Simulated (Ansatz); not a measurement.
# K2VF4: one geometry, two states

Aim: solve K2VF4 (a structure type of another compound, with these elements put in) from each of its saved states, at one geometry and mesh, and see which is lowest and how they differ.

Program: Ansatz 0.2.0. Level of theory: DFT, r2SCAN, with U_eff = 3.21 eV on V d, plane waves, PAW. These are calculated values, not measurements.

## (1) Geometry

The structure is tetragonal, space group I4/mmm (No. 139). Conventional cell: a = 4.048 Å, b = 4.048 Å, c = 13.213 Å, α = 90.00°, β = 90.00°, γ = 90.00°. V (site symmetry 4/mmm) is surrounded by 6 F at 2.00 to 2.02 Å. F (site symmetry 4mm) is surrounded by 1 V at 2.00 Å and 5 K at 2.66 to 2.86 Å. Around K (site symmetry 4mm) lie 9 F at 2.66 to 2.86 Å. F (site symmetry mmm) is surrounded by 2 V at 2.02 Å and 4 K at 2.81 Å.

The coordinates stand in the input below.

The cell carries a charge of +1 e on a uniform background.

The states: A, V1 up (collinear spin); B, no atom with a moment over 0.3 μB (no spin polarisation). Each run reads its own saved solution as saved_state.

## (2) Run from state A

The input, input.yaml:

```yaml
crystal:
  lattice:
    - [0.0, 4.04783036, 0.0]
    - [4.04783036, 0.0, 0.0]
    - [2.02391518, 2.02391518, -6.60626872]
  atoms:
    - { symbol: V, position: [0.0, 0.0, 0.0] }
    - { symbol: F, position: [0.151, 0.151, 0.698] }
    - { symbol: F, position: [0.849, 0.849, 0.302] }
    - { symbol: K, position: [0.352, 0.352, 0.296] }
    - { symbol: K, position: [0.648, 0.648, 0.704] }
    - { symbol: F, position: [0.0, 0.5, 0.0] }
    - { symbol: F, position: [0.5, 0.0, 0.0] }
  symmetry: { detect: false, time_reversal: true }
kpoints:
  mp_grid: { grid: [5, 5, 5], shift: [0, 0, 0] }
  band_path:
    path:
      - [0.0, 0.0, 0.0]
      - [0.5, 0.5, 0.5]
      - [0.5, 0.5, 0.25]
      - [0.0, 0.5, 0.0]
      - [0.0, 0.0, 0.0]
      - [0.0, 0.0, -0.5]
      - [0.0, 0.45307091, -0.27346455]
      - [0.0, 0.54692909, 0.27346455]
      - [0.0, 0.0, 0.0]
      - [0.5, 0.5, 0.5]
      - [0.45307091, 0.54692909, 0.5]
    npoints: 6
magnetization:
  spin_polarized: true
scf:
  occupations: { method: cold, width: 0.1333 }
  lower_state_search: "off"
  max_iter: 200
hamiltonian:
  pseudopotentials: { kind: paw }
  xc: r2scan
  hubbard:
    projectors: all-electron-ortho-atomic
    sites: [{ species: V, l: d, u_eff: 3.21 }]
total_charge: 1
basis:
  ecutwfc: 500
  fft_grid_basis: typed
output:
  forces: true
  stress: true
  eigenvalues: true
  bader: true
  populations: true
  elf: true
  write_potential: true
  volumetric_format: npy
  dos:
    e_range: [-12, 8]
    de: 0.05
    projected: { site_lists: { F: [F], K: [K], V: [V] } }
checkpoint:
  read: saved_state
```

Launch:

```console
$ ansatz run input.yaml --threads 1 --pin off --max-ram 2560MiB --backend cpu --events-out ev --progress --plain --runs-dir out
```

The program printed (excerpt; [...] marks lines left out):

```text
Warning: RAYON_NUM_THREADS=1 ignored (pool sized by the plan → 1); use --threads N
V: projections on atomic orbitals take those of the free atom [Ne] 3s2 3p6 3d3 4s2, of charge +0.00 (hamiltonian.pseudopotentials.projection_atoms); the dataset's partial waves leave at most 5.8e-7 of an orbital's norm unspanned inside its sphere
F: projections on atomic orbitals take those of the free atom [He] 2s2 2p5, of charge +0.00 (hamiltonian.pseudopotentials.projection_atoms); the dataset's partial waves leave at most 1.6e-8 of an orbital's norm unspanned inside its sphere
K: projections on atomic orbitals take those of the free atom [Ne] 3s2 3p6 4s1, of charge +0.00 (hamiltonian.pseudopotentials.projection_atoms); the dataset's partial waves leave at most 2.3e-7 of an orbital's norm unspanned inside its sphere
band count auto-derived: 38 (N_el = 58.0; filled up to band 29; 36 by the electrons, moments and atoms)
[...]
Pseudopotentials: kind: paw
Pseudopotential: V, paw, valence charge 13, recommended cutoff 500 eV (meta_gga), V.paw.azcp
Pseudopotential: F, paw, valence charge 7, recommended cutoff 500 eV (meta_gga), F.paw.azcp
Pseudopotential: K, paw, valence charge 9, recommended cutoff 500 eV (meta_gga), K.paw.azcp
Functional definition: r2SCAN
[...]
Crystal: 7 atoms, lattice volume = 108.243 Å³
Basis set: ecut = 500 eV, 2777 PW (Γ), exchange–correlation on 120×120×216 points (64 copies of the dense FFT grid, shifted against one another)
[...]
--- Forces (eV/Å), atoms counted from 1 ---
  atom   1  V      0.00000002     0.00000004     0.00000003
  atom   2  F      0.00004227     0.00003746    -1.44760050
  atom   3  F     -0.00004223    -0.00003750     1.44760058
  atom   4  K      0.00000123    -0.00002035    -0.50330043
  atom   5  K     -0.00000124     0.00002034     0.50330040
  atom   6  F      0.00000003    -0.00000002    -0.00000002
  atom   7  F      0.00000002     0.00000004    -0.00000004
[...]
--- Stress (GPa, compression-positive) ---
        4.556685      -0.102357       0.000066
       -0.102336       4.556843       0.000126
       -0.000017       0.000018       0.298919
  P = ⅓ Tr σ = 3.1375 GPa (31.375 kbar)
--- Band table (eV; the first three rows and the last of 126) ---
[...]
Occupation matrices written to <dir>
--- Löwdin populations: 7 sites ---
  site symbol       q [e]    m [muB]
     0      V     11.2075     1.9566
     1      F      7.6148    -0.0055
     2      F      7.6148    -0.0055
     3      K      8.1186     0.0025
     4      K      8.1186     0.0025
     5      F      7.5783     0.0148
     6      F      7.5783     0.0148
  spilling = 0.002913 (of n_electrons = 58.000000)
--- Bader charges: 7 sites ---
  site symbol  charge [e]  shift [e]    m [muB]
     0      V      2.2335     0.0004     1.8870
     1      F     -0.7634     0.0000     0.0088
     2      F     -0.7634     0.0000     0.0088
     3      K      0.9210     0.0000     0.0009
     4      K      0.9210     0.0000     0.0009
     5      F     -0.7743     0.0002     0.0468
     6      F     -0.7743     0.0002     0.0468
  estimated error of the sums over rays = 1.0e-4 e
```

Wall time 2.3 min (1 thread of an x86-64 CPU, shared host); peak memory 1.1 GiB.

## (3) State A: levels and charges

States per cell by energy window, from dos.tsv and pdos.tsv (tetrahedra; eV from the Fermi level):

```tsv
from	to	total	up	down	F p	V d
-8.0	-7.0	0.46	0.31	0.15	0.38	0.04
-7.0	-6.0	3.51	1.98	1.53	3.02	0.36
-6.0	-5.0	4.45	2.34	2.11	3.77	0.54
-5.0	-4.0	5.88	2.66	3.21	5.34	0.38
-4.0	-3.0	9.72	4.72	4.99	9.29	0.24
-3.0	-2.0	0.67	0.67	0.00	0.21	0.45
-2.0	-1.0	1.32	1.32	0.00	0.52	0.78
-1.0	0.0	0.00	0.00	0.00	0.00	0.00
0.0	1.0	0.00	0.00	0.00	0.00	0.00
1.0	2.0	1.00	1.00	0.00	0.10	0.89
2.0	3.0	1.01	0.48	0.54	0.07	0.91
3.0	4.0	2.24	1.16	1.08	0.23	1.91
4.0	5.0	3.41	0.36	3.05	0.32	2.99
```

On the mesh the valence top lies at -1.54 eV and the conduction bottom at 1.34 eV on this scale.

By element, from the tables in the log (a charge is positive for electrons lost): Löwdin charges also hold the electrons that the projection spills.

```tsv
element	atoms	Bader charge (e)	Bader volume (Å³)	Löwdin charge (e)	Bader moment, size (μB)
V	1	+2.23	8.2	+1.79	1.89
F	4	-0.77 to -0.76	12.9 to 16.5	-0.62 to -0.58	0.01 to 0.05
K	2	+0.92	19.6	+0.88	0.00
```

The Löwdin projection spills 0.3 % of the electrons and depends on the orbitals chosen; where it disagrees with Bader's partition, neither is an observable.

Occupation eigenvalues of the Hubbard shells:

```tsv
atom	shell	spin	eigenvalues
V1	d	up	0.10 0.14 0.20 0.99 0.99
V1	d	down	0.05 0.06 0.07 0.13 0.17
```

The main site moments: V1 up.

## (4) Run from state B

Edit input.yaml of step 2 so:

```diff
@@ -13,21 +13,6 @@
     - { symbol: F, position: [0.5, 0.0, 0.0] }
-  symmetry: { detect: false, time_reversal: true }
 kpoints:
   mp_grid: { grid: [5, 5, 5], shift: [0, 0, 0] }
-  band_path:
-    path:
-      - [0.0, 0.0, 0.0]
-      - [0.5, 0.5, 0.5]
-      - [0.5, 0.5, 0.25]
-      - [0.0, 0.5, 0.0]
-      - [0.0, 0.0, 0.0]
-      - [0.0, 0.0, -0.5]
-      - [0.0, 0.45307091, -0.27346455]
-      - [0.0, 0.54692909, 0.27346455]
-      - [0.0, 0.0, 0.0]
-      - [0.5, 0.5, 0.5]
-      - [0.45307091, 0.54692909, 0.5]
-    npoints: 6
 magnetization:
-  spin_polarized: true
+  spin_polarized: false
 scf:
```

Launch:

```console
$ ansatz run input.yaml --threads 1 --pin off --max-ram 2560MiB --backend cpu --events-out ev --progress --plain --runs-dir out
```

The program printed (excerpt; [...] marks lines left out):

```text
Warning: RAYON_NUM_THREADS=1 ignored (pool sized by the plan → 1); use --threads N
V: projections on atomic orbitals take those of the free atom [Ne] 3s2 3p6 3d3 4s2, of charge +0.00 (hamiltonian.pseudopotentials.projection_atoms); the dataset's partial waves leave at most 5.8e-7 of an orbital's norm unspanned inside its sphere
F: projections on atomic orbitals take those of the free atom [He] 2s2 2p5, of charge +0.00 (hamiltonian.pseudopotentials.projection_atoms); the dataset's partial waves leave at most 1.6e-8 of an orbital's norm unspanned inside its sphere
K: projections on atomic orbitals take those of the free atom [Ne] 3s2 3p6 4s1, of charge +0.00 (hamiltonian.pseudopotentials.projection_atoms); the dataset's partial waves leave at most 2.3e-7 of an orbital's norm unspanned inside its sphere
[...]
[... 1 set-up line as earlier in the session ...]
[...]
  atom   6  F     -0.00000000     0.00000000     0.00000000
  atom   7  F      0.00000000     0.00000000     0.00000000
[...]
--- Stress (GPa, compression-positive) ---
        5.959361       0.000000       0.000000
        0.000000       5.959361       0.000000
        0.000000       0.000000      -4.313047
  P = ⅓ Tr σ = 2.5352 GPa (25.352 kbar)
--- Band table (eV; the first three rows and the last of 18) ---
[...]
Occupation matrices written to <dir>
--- Löwdin populations: 7 sites ---
  site symbol       q [e]
     0      V     11.2816
     1      F      7.5890
     2      F      7.5890
     3      K      8.1161
     4      K      8.1161
     5      F      7.5758
     6      F      7.5758
  spilling = 0.002699 (of n_electrons = 58.000000)
--- Bader charges: 7 sites ---
  site symbol  charge [e]  shift [e]
     0      V      2.1903     0.0010
     1      F     -0.7486     0.0000
     2      F     -0.7486     0.0000
     3      K      0.9221     0.0000
     4      K      0.9221     0.0000
     5      F     -0.7687     0.0005
     6      F     -0.7687     0.0005
  estimated error of the sums over rays = 1.4e-4 e
```

Wall time 36 s (1 thread of an x86-64 CPU, shared host); peak memory 0.7 GiB.

## (5) State B: levels and charges

Counts of states in windows (eV from the Fermi level; tetrahedra), total and projected:

```tsv
from	to	total	F p	V d
-9.0	-8.0	0.18	0.16	0.01
-8.0	-7.0	2.49	2.15	0.22
-7.0	-6.0	8.14	7.09	0.76
-6.0	-5.0	7.36	7.05	0.15
-5.0	-4.0	5.83	5.74	0.03
-4.0	-3.0	0.00	0.00	0.00
-3.0	-2.0	0.09	0.00	0.09
-2.0	-1.0	1.69	0.25	1.43
-1.0	0.0	0.22	0.04	0.17
0.0	1.0	2.25	0.15	2.07
1.0	2.0	3.24	0.37	2.75
2.0	3.0	0.72	0.10	0.58
3.0	4.0	1.34	0.14	1.12
```

On the mesh the valence top lies at -0.90 eV and the conduction bottom at 0.71 eV on this scale.

By element, from the tables in the log (a charge is positive for electrons lost): Löwdin charges also hold the electrons that the projection spills.

```tsv
element	atoms	Bader charge (e)	Bader volume (Å³)	Löwdin charge (e)
V	1	+2.19	8.4	+1.72
F	4	-0.77 to -0.75	12.8 to 16.5	-0.59 to -0.58
K	2	+0.92	19.6	+0.88
```

The Löwdin projection spills 0.3 % of the electrons and depends on the orbitals chosen; where it disagrees with Bader's partition, neither is an observable.

Occupation eigenvalues of the Hubbard shells:

```tsv
atom	shell	spin	eigenvalues
V1	d	each	0.08 0.08 0.13 0.20 1.00
```

## (6) Comparison

```tsv
state	free energy (meV/atom)	largest site moment (μB)	size of the net moment (μB/cell)	gap (eV)	pressure (GPa)	largest force (eV/Å)	SCF cycles
A	0.0	1.60	2.00	2.83	–	1.45	10
B	288.8	–	–	1.61	–	2.13	7
```

The cell is charged, so the pressure depends on the background and is left out.

What this shows: State A lies lowest, 288.8 meV per atom under state B. The atoms are far from rest (forces to 2.1 eV/Å), so order and character hold for this geometry alone. Gaps that take in a band path and gaps read on the mesh alone aren't sampled alike. Not all runs allow spin: where it is off, the gap in energy is mostly the cost of forbidding moments, not two ends of one search.

Caveats: charged cell with a uniform background.
